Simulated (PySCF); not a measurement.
# FK (Potassium Fluoride): the cost of one run

The runs use PySCF 2.14.0, with density-fitted response routines of our own; the level of theory stands in each step. All values are computed, except where a source is named. Atoms are numbered from 0 throughout.

### Step 1. The starting structure

2 atoms, charge 0, multiplicity 1; geometry from: GFN2-xTB.

Bonds of the start (Å): F0–K1 2.02.

### Step 2. Geometry optimisation at PBE0-D3(BJ)/def2-SVP

The job: settings as JSON, then the geometry in Å.

```
{"job": {"xc": "PBE0", "basis": "def2-SVP", "d3": "d3bj", "grid": 1, "kind": "geom"}, "charge": 0, "multiplicity": 1}
F      1.013870    -0.005200    -0.006380
K     -1.008360     0.007740    -0.021920
```

Run with:

```console
$ OMP_NUM_THREADS=1 python probes_run.py task.json out
```

The driver reads the jobs from task.json and runs them one after another.

Q: Estimate the wall time and peak memory of this first job on 1 thread of Intel Xeon Platinum 8488C, shared host.

About 1.5 s, with a peak of 0.24 GiB.
